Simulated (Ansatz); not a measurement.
# ScAl2: the cost of one run

Computed with Ansatz 0.2.0 (DFT PBE, scalar-relativistic, plane waves, PAW, unless a step's input says otherwise).

3 further runs of the same task are left out: 2 that didn't finish, 1 set aside as unsound or not needed.

## (1) Starting point

Symmetry: P4/mmm, No. 123, tetragonal system. The conventional cell has a = 4.387 Å, b = 4.387 Å, c = 17.000 Å, α = 90.00°, β = 90.00°, γ = 90.00°. Sc (site symmetry 4/mmm) is surrounded by 8 Al at 3.32 Å. Al (site symmetry 4mm) is surrounded by 1 Al at 2.38 Å.

Structure file:

```cif
data_structure
_symmetry_space_group_name_H-M 'P4/mmm'
_symmetry_Int_Tables_number 123
_cell_length_a 4.3872
_cell_length_b 4.3872
_cell_length_c 17.0000
_cell_angle_alpha 90.000
_cell_angle_beta 90.000
_cell_angle_gamma 90.000
_cell_volume 327.20
loop_
_atom_site_label
_atom_site_type_symbol
_atom_site_symmetry_multiplicity
_atom_site_Wyckoff_symbol
_atom_site_fract_x
_atom_site_fract_y
_atom_site_fract_z
_atom_site_occupancy
Sc1 Sc 1 b 0.00000 0.00000 0.50000 1
Al1 Al 2 h 0.50000 0.50000 0.43012 1
```

A structure generator made this guess: species swapped into a sheet modelled on a layer of CeSi2, with Sc on the Ce sites and Al on the Si sites. Lengths come from tabulated atomic sizes and are only a guess.

Only a and b are periodic; c spans vacuum, so the box's volume, pressure and space group aren't properties of the sheet.

## (2) The guess as it stands, on a coarse mesh

Input file input.yaml:

```yaml
crystal:
  lattice:
    - [4.38715215, 0.0, 0.0]
    - [0.0, 4.38715215, 0.0]
    - [0.0, 0.0, 17.0]
  atoms:
    - { symbol: Sc, position: [0.0, 0.0, 0.5] }
    - { symbol: Al, position: [0.5, 0.5, 0.43012189] }
    - { symbol: Al, position: [0.5, 0.5, 0.56987811] }
  periodic: [true, true, false]
basis:
  ecutwfc: 420
kpoints:
  mp_grid: { grid: [4, 4, 1] }
hamiltonian:
  xc: pbe
scf:
  occupations: { method: gaussian, width: 0.1 }
  lower_state_search: "off"
output:
  forces: true
  stress: true
  eigenvalues: true
```

Started as:

```
$ ansatz run input.yaml --threads 1 --pin off --max-ram 2048MiB --backend cpu --events-out ev --progress --plain --runs-dir out
```

Q: Estimate wall time and peak memory on 1 thread of Intel Xeon Platinum 8259CL at 2.50GHz (Skylake/Cascade Lake), shared host.

About 5.3 s, with a peak of 0.59 GiB.
